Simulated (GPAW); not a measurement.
**One shape, several levels: SiF4 (silicon tetrafluoride)**

Aim: a comparison of 4 runs (BEEF-vdW/real-space grid, PBE/real-space grid, vdW-DF-cx/real-space grid, PBE/dzp) of SiF4 (silicon tetrafluoride). Input form: an ASE script.

The calculation is run with GPAW 26.7.0.

2 further runs of the same task are left out: 2 that didn't finish.

### Step 1. The system as given

SiF4: 5 atoms, total charge 0, spin state singlet. SMILES: `F[Si](F)(F)F`. Geometry: relaxed at GFN2-xTB.

Bond lengths: F1–Si2 1.566 Å, Si2–F3 1.566 Å, Si2–F4 1.566 Å, Si2–F5 1.566 Å. Angles: F1–Si2–F3 109.3°, F1–Si2–F4 109.5°, F1–Si2–F5 109.6°, F3–Si2–F4 109.5°, F3–Si2–F5 109.6°, F4–Si2–F5 109.3°.

### Step 2. The charge distribution at BEEF-vdW/real-space grid (scalar-relativistic datasets) (run 1)

The input, mol.xyz:

```xyz
5

F      0.141800    -0.792560     1.342900
Si     0.000300     0.000060    -0.000130
F     -1.050140     1.146600     0.184510
F     -0.477000    -0.970190    -1.133240
F      1.385040     0.616080    -0.394040
```

The input, run.py:

```python
import numpy as np
from ase.dft.bee import BEEFEnsemble
from ase.io import read
from ase.units import Debye
from gpaw import GPAW

# Structure
atoms = read('mol.xyz')
atoms.center(vacuum=4.5)

# DFT calculator
dft = GPAW(mode='fd', h=0.18, xc='BEEF-vdW', maxiter=150, txt='-')
atoms.calc = dft

energy = atoms.get_potential_energy()
print(f'Energy                  {energy:.5f} eV')
forces = atoms.get_forces()
print('Forces (eV/Ang)')
for symbol, f in zip(atoms.symbols, forces):
    print(f'{symbol:2} {f[0]:9.4f} {f[1]:9.4f} {f[2]:9.4f}')
dipole = atoms.get_dipole_moment() / Debye
print(f'Dipole = {np.linalg.norm(dipole):.3f} D')
homo, lumo = dft.get_homo_lumo()
print(f'HOMO                    {homo:.3f} eV')
print(f'LUMO                    {lumo:.3f} eV')
print(f'Gap = {lumo - homo:.3f} eV')

ensemble = BEEFEnsemble(atoms).get_ensemble_energies(2000)
spread = ensemble.std()
print(f'Ensemble spread = {spread:.3f} eV')
```

On the command line:

```sh
$ python3 -u run.py | tee run.out
```

The program printed:

```text
[...]
Number of symmetries: 1
[...]
  Number of IBZ points: 1
[...]
Spin-components: 1 (collinear spins)
Bands:           20
[...]
  Valence electrons: 32.0
[...]
  Grid points: [64 60 64]
  Charge: 0.0  # |e|
[...]
    cutoffs:
[...]
occupation numbers:
  # Zero width
[...]
xc functional:
  name: BEEF-vdW with 2 nearest neighbor stencil
[...]
|iter     |     time |      energy | eigst |  dens |
[...]
|iter:   1| 00:00:45 | -113.592482 | +0.95 |       |
[...]
|iter:  26| 00:13:27 | -110.764735c| -7.60c| -7.33c|
Converged in 26 steps
[...]
Energy contributions relative to reference atoms: (reference = -18742.667391)
Energy contributions:
  Kinetic:          60.577546
  Coulomb:         -57.829030
  Zero:              0.883411
  External:          0.000000
  Xc:             -114.396662
  Entropy:           0.000000
  Spinorbit:         0.000000
  ----------------------------
  Free energy:    -110.764735
  Extrapolated:   -110.764735
dipole moment: (0.000703, 0.000217, -0.000196)  # |e|*Ang
Fermi level: -6.420
Eigenvalues  # (at kpt = [0.000, 0.000, 0.000])
| band index |      eig [eV] | occ [0-2] |
|------------|---------------|-----------|
|          0 |       -32.128 |     2.000 |
|        ... |               |           |
|          8 |       -12.173 |     2.000 |
|          9 |       -12.168 |     2.000 |
|         10 |       -12.001 |     2.000 |
|         11 |       -11.996 |     2.000 |
|         12 |       -11.995 |     2.000 |
|         13 |       -11.041 |     2.000 |
|         14 |       -11.038 |     2.000 |
|         15 |       -11.037 |     2.000 |
|         16 |        -1.803 |     0.000 |
|         17 |        -0.598 |     0.000 |
[...]
Gap: 9.234 eV
Transition (v -> c):
[...]
Forces (eV/Ang)
F    -0.0118   -0.3781    0.9020
Si   -0.0079   -0.0084   -0.0077
F    -0.6181    0.6626    0.1369
F    -0.3362   -0.4163   -0.7160
F     0.8232    0.3086   -0.1321
Dipole = 0.004 D
HOMO                    -11.037 eV
LUMO                    -1.803 eV
Gap = 9.234 eV
beefvdw ensemble started
beefvdw ensemble finished
Ensemble spread = 112.703 eV
```

Run time: 14 min. Hardware: 1 thread of AMD EPYC (Zen 3), shared host; peak memory 1.7 GiB.

### Step 3. Energy and one-electron properties at PBE/real-space grid (scalar-relativistic datasets) (run 2)

The input, run.py:

```python
import numpy as np
from ase import Atoms
from ase.units import Debye
from gpaw import GPAW

# Geometry
atoms = Atoms(["F", "Si", "F", "F", "F"],
    positions=[[  0.141800,  -0.792560,   1.342900],
               [  0.000300,   0.000060,  -0.000130],
               [ -1.050140,   1.146600,   0.184510],
               [ -0.477000,  -0.970190,  -1.133240],
               [  1.385040,   0.616080,  -0.394040]])
atoms.center(vacuum=4.5)

# Ground state
calculator = GPAW(mode="fd", h=0.18, xc="PBE", maxiter=150, txt="-")
atoms.calc = calculator

energy = atoms.get_potential_energy()
print(f"Energy                  {energy:.5f} eV")
forces = atoms.get_forces()
print("Forces (eV/Ang)")
for symbol, f in zip(atoms.symbols, forces):
    print(f'{symbol:2} {f[0]:9.4f} {f[1]:9.4f} {f[2]:9.4f}')
dipole = atoms.get_dipole_moment() / Debye
print(f"Dipole: {np.linalg.norm(dipole):.3f} D")
homo, lumo = calculator.get_homo_lumo()
print(f"HOMO                    {homo:.3f} eV")
print(f"LUMO: {lumo:.3f} eV")
print(f"Gap = {lumo - homo:.3f} eV")
```

On the command line:

```sh
$ python run.py
```

The program printed:

```text
[...]
Number of symmetries: 1
[...]
  Number of IBZ points: 1
[...]
Spin-components: 1 (collinear spins)
Bands:           20
[...]
  Valence electrons: 32.0
[...]
  Grid points: [64 60 64]
  Charge: 0.0  # |e|
[...]
    cutoffs:
[...]
occupation numbers:
  # Zero width
[...]
xc functional:
  name: PBE with 2 nearest neighbor stencil
[...]
|iter     |     time |      energy | eigst |  dens |
[...]
|iter:   1| 00:00:12 |  -30.512208 | +0.99 |       |
[...]
|iter:  12| 00:01:12 |  -28.677104c| -7.44c| -5.50c|
Converged in 12 steps
[...]
Energy contributions relative to reference atoms: (reference = -18742.667391)
Energy contributions:
  Kinetic:          37.585827
  Coulomb:         -37.863143
  Zero:              0.870156
  External:          0.000000
  Xc:              -29.269945
  Entropy:           0.000000
  Spinorbit:         0.000000
  ----------------------------
  Free energy:     -28.677104
  Extrapolated:    -28.677104
dipole moment: (0.000667, 0.000195, -0.000182)  # |e|*Ang
Fermi level: -5.941
Eigenvalues  # (at kpt = [0.000, 0.000, 0.000])
| band index |      eig [eV] | occ [0-2] |
|------------|---------------|-----------|
|          0 |       -31.687 |     2.000 |
|        ... |               |           |
|          8 |       -11.828 |     2.000 |
|          9 |       -11.822 |     2.000 |
|         10 |       -11.636 |     2.000 |
|         11 |       -11.631 |     2.000 |
|         12 |       -11.631 |     2.000 |
|         13 |       -10.654 |     2.000 |
|         14 |       -10.651 |     2.000 |
|         15 |       -10.650 |     2.000 |
|         16 |        -1.233 |     0.000 |
|         17 |         0.550 |     0.000 |
[...]
Gap: 9.416 eV
Transition (v -> c):
[...]
Forces (eV/Ang)
F    -0.0282   -0.3396    0.8839
Si   -0.0089   -0.0099   -0.0079
F    -0.5957    0.6301    0.1453
F    -0.3198   -0.3804   -0.6988
F     0.7963    0.2721   -0.1063
Dipole: 0.003 D
HOMO                    -10.650 eV
LUMO: -1.233 eV
Gap = 9.416 eV
```

Run time: 74 s. Hardware: 1 thread of AMD EPYC (Zen 3), shared host; peak memory 0.74 GiB.

Run 3 isn't shown in full; the table further down has it.

### Step 4. Energy and one-electron properties at PBE/dzp (scalar-relativistic datasets) (run 4)

The input, molecule_sp.py:

```python
import numpy as np
from ase.io.zmatrix import parse_zmatrix
from ase.units import Debye
from gpaw import GPAW

# Atomic positions
mol = parse_zmatrix("""
F
Si 1 1.565886
F 2 1.565909 1 109.2752
F 2 1.56625 1 109.54003 3 -120.00509
F 2 1.565934 1 109.57048 3 120.05152
""")
mol.center(vacuum=4.5)

# Ground state
calculator = GPAW(mode='lcao', maxiter=150, basis='dzp', xc='PBE', h=0.18, txt='-')
mol.calc = calculator

energy = mol.get_potential_energy()
print(f'Energy: {energy:.5f} eV')
forces = mol.get_forces()
print('Forces (eV/Ang)')
for symbol, f in zip(mol.symbols, forces):
    print(f'{symbol:2} {f[0]:9.4f} {f[1]:9.4f} {f[2]:9.4f}')
dipole = mol.get_dipole_moment() / Debye
print(f'Dipole                  {np.linalg.norm(dipole):.3f} D')
homo, lumo = calculator.get_homo_lumo()
print(f'HOMO = {homo:.3f} eV')
print(f'LUMO: {lumo:.3f} eV')
print(f'Gap: {lumo - homo:.3f} eV')
```

On the command line:

```sh
$ python molecule_sp.py > molecule_sp.log
```

The program printed:

```text
[...]
Number of symmetries: 1
[...]
  Number of IBZ points: 1
[...]
basis functions: 65
Spin-components: 1 (collinear spins)
Bands:           20
[...]
  Valence electrons: 32.0
[...]
  Grid points: [60 64 64]
  Charge: 0.0  # |e|
[...]
    cutoffs:
[...]
occupation numbers:
  # Zero width
[...]
xc functional:
  name: PBE with 2 nearest neighbor stencil
[...]
|iter     |     time |      energy | eigst |  dens |
[...]
|iter:   1| 00:00:16 |  -25.852923 |      c|       |
[...]
|iter:   8| 00:00:30 |  -24.776500c|      c| -4.56c|
Converged in 8 steps
[...]
Energy contributions relative to reference atoms: (reference = -18742.667391)
Energy contributions:
  Kinetic:          42.090398
  Coulomb:         -37.773493
  Zero:              0.862533
  External:          0.000000
  Xc:              -29.955937
  Entropy:           0.000000
  Spinorbit:         0.000000
  ----------------------------
  Free energy:     -24.776500
  Extrapolated:    -24.776500
dipole moment: (0.000228, -0.000456, 0.000567)  # |e|*Ang
Fermi level: -4.893
Eigenvalues  # (at kpt = [0.000, 0.000, 0.000])
| band index |      eig [eV] | occ [0-2] |
|------------|---------------|-----------|
|          0 |       -31.491 |     2.000 |
|        ... |               |           |
|          8 |       -11.425 |     2.000 |
|          9 |       -11.419 |     2.000 |
|         10 |       -11.255 |     2.000 |
|         11 |       -11.253 |     2.000 |
|         12 |       -11.253 |     2.000 |
|         13 |       -10.227 |     2.000 |
|         14 |       -10.225 |     2.000 |
|         15 |       -10.224 |     2.000 |
|         16 |         0.437 |     0.000 |
|         17 |         2.074 |     0.000 |
[...]
Gap: 10.662 eV
Transition (v -> c):
[...]
Forces (eV/Ang)
F    -1.6879   -0.0306    0.0027
Si   -0.0150   -0.0038   -0.0128
F     0.5364    1.6440    0.0027
F     0.5243   -0.8377   -1.3889
F     0.5253   -0.8416    1.4001
Dipole                  0.004 D
HOMO = -10.224 eV
LUMO: 0.437 eV
Gap: 10.662 eV
```

Run time: 33 s. Hardware: 1 thread of AMD EPYC (Zen 3), shared host; peak memory 0.6 GiB.

### Step 5. The series

| run | level | grid spacing | box rule | energy (Eh) | dipole moment (D) | HOMO energy (eV) | LUMO energy (eV) | wall time |
| --- | --- | --- | --- | --- | --- | --- | --- | --- |
| 1 | BEEF-vdW/real-space grid (scalar-relativistic datasets) | 0.18 | center | -692.850851 | 0.00 | -11.04 | -1.80 | 14 min |
| 2 | PBE/real-space grid (scalar-relativistic datasets) | 0.18 | center | -689.834187 | 0.00 | -10.65 | -1.23 | 74 s |
| 3 | vdW-DF-cx/real-space grid (scalar-relativistic datasets) | 0.2 | cube | -689.046970 | 0.00 | -10.68 | -1.37 | 2 min |
| 4 | PBE/dzp (scalar-relativistic datasets) | 0.18 | center | -689.690842 | 0.00 | -10.22 | 0.44 | 33 s |

### Step 6. What came out

```
                                                     quantity        value
run 4: energy as printed (from the program's reference atoms)  -24.7765 eV
                                         run 4: dipole moment       0.00 D
                                           run 4: HOMO energy    -10.22 eV
                                           run 4: LUMO energy      0.44 eV
                                         run 4: HOMO–LUMO gap     10.66 eV
                              run 4: largest force on an atom   1.729 eV/Å
```

The HOMO–LUMO gap runs from 9.23 eV (BEEF-vdW/real-space grid) to 10.66 eV (PBE/dzp). The two ends differ in method and basis. Totals of different functionals can't be ranked against each other. All runs together took 18 min, the longest 14 min.
